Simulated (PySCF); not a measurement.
# C7H15FSSi: the cost of one run

Computed with PySCF 2.14.0, with density-fitted response routines of our own, on a single molecule, in the gas phase or a continuum. Atoms are numbered from 0 throughout.

## Step 1: Starting geometry

25 atoms, charge 0, multiplicity 1; geometry from: GFN2-xTB. The atoms were then displaced at random by about 0.01 Å, so the start is not that level's minimum.

Bonds of the start (Å): F0–C1 1.43, C1–C2 1.53, C2–C3 1.48, C3–C4 1.53, C4–C5 1.53, C5–C6 1.54, C6–C7 1.52, C7–S8 1.81, S8–Si9 2.15, C7–C1 1.54, C1–H10 1.11, C2–H11 1.09, C2–H12 1.08, C3–H13 1.13, C3–H14 1.10, C4–H15 1.11, C4–H16 1.09, C5–H17 1.08, C5–H18 1.08, C6–H19 1.08, C6–H20 1.10, C7–H21 1.08, Si9–H22 1.44, Si9–H23 1.44, Si9–H24 1.47.

## Step 2: Geometry optimisation at PBE0-D3(BJ)/def2-SVP

The job: settings as JSON, then the geometry in Å.

```
{"job": {"xc": "PBE0", "basis": "def2-SVP", "d3": "d3bj", "grid": 1, "shake": 0.01, "kind": "geom"}, "charge": 0, "multiplicity": 1}
F      1.220210    -1.608130     1.323780
C      0.208030    -0.704050     0.884220
C     -0.575410    -1.341110    -0.269970
C     -1.993570    -0.924120    -0.320970
C     -2.299370     0.546630    -0.032170
C     -1.252940     1.527580    -0.576240
C     -0.084280     1.773720     0.394720
C      0.908420     0.626190     0.528660
S      1.897800     0.509080    -0.986830
Si     3.425740    -0.902020    -0.434380
H     -0.440420    -0.555580     1.770920
H     -0.049880    -1.079810    -1.189920
H     -0.522500    -2.412630    -0.154810
H     -2.616910    -1.523590     0.400000
H     -2.400160    -1.175990    -1.316290
H     -2.376230     0.720750     1.064880
H     -3.269870     0.812790    -0.447300
H     -0.863320     1.169530    -1.517760
H     -1.734150     2.475620    -0.761300
H      0.444810     2.651880     0.055240
H     -0.513720     2.010260     1.374580
H      1.612220     0.835190     1.322490
H      2.935760    -2.244810    -0.620390
H      3.804090    -0.570290     0.914990
H      4.488070    -0.605040    -1.406780
```

Started as:

```sh
$ OMP_NUM_THREADS=1 python probes_run.py task.json out
```

The driver reads the jobs from task.json and runs them one after another.

Q: Estimate the wall time and peak memory of this first job on 1 thread of Intel Xeon Platinum 8259CL at 2.50GHz, shared host.

About 4.5 min, with a peak of 1 GiB.
